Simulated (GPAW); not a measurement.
Runs of GPAW 26.7.0 on Co3W. Symmetry: Pm-3m, No. 221, cubic system. The conventional cell has a = 3.567 Å, b = 3.567 Å, c = 3.567 Å, α = 90.00°, β = 90.00°, γ = 90.00°. W (site symmetry m-3m) has 12 Co at 2.52 Å as nearest neighbours. Co (site symmetry 4/mmm) has 4 W at 2.52 Å and 8 Co at 2.52 Å as nearest neighbours. The cell comes from a database or a generator and needn't be the stable form of this composition.

| task | level | potentials or basis | k mesh | band path | band points | pressure (GPa) | moment (μB) | V0 of scaled cells (Å³/atom) | B0 (GPa) |
| --- | --- | --- | --- | --- | --- | --- | --- | --- | --- |
| single point | PBEsol | PAW data sets generated in the run's folder for this functional, pw | 8 × 8 × 8 | - | - | -3.8 | 0.56 | - | - |
| equation of state | PBEsol | PAW data sets generated in the run's folder for this functional, pw | 8 × 8 × 8 | - | - | - | - | 11.25 | (a) |
| band structure | PBEsol | PAW data sets generated in the run's folder for this functional, pw | 6 × 6 × 6 | GXMGRX,MR | 100 | -3.9 | (b) | - | - |
| equation of state | LDA | the program's PAW data sets (release 1.2.1) made for this functional, pw | 6 × 6 × 6 | - | - | - | - | (c) | 330 |

Alike in all rows: spin collinear, ferromagnetic start; cell as given; cutoff (eV) 600; smearing fermi-dirac 0.05 eV.

**Question.** Estimate the missing entries.

**Answer.** (a) 304; (b) 0.47; (c) 10.93.
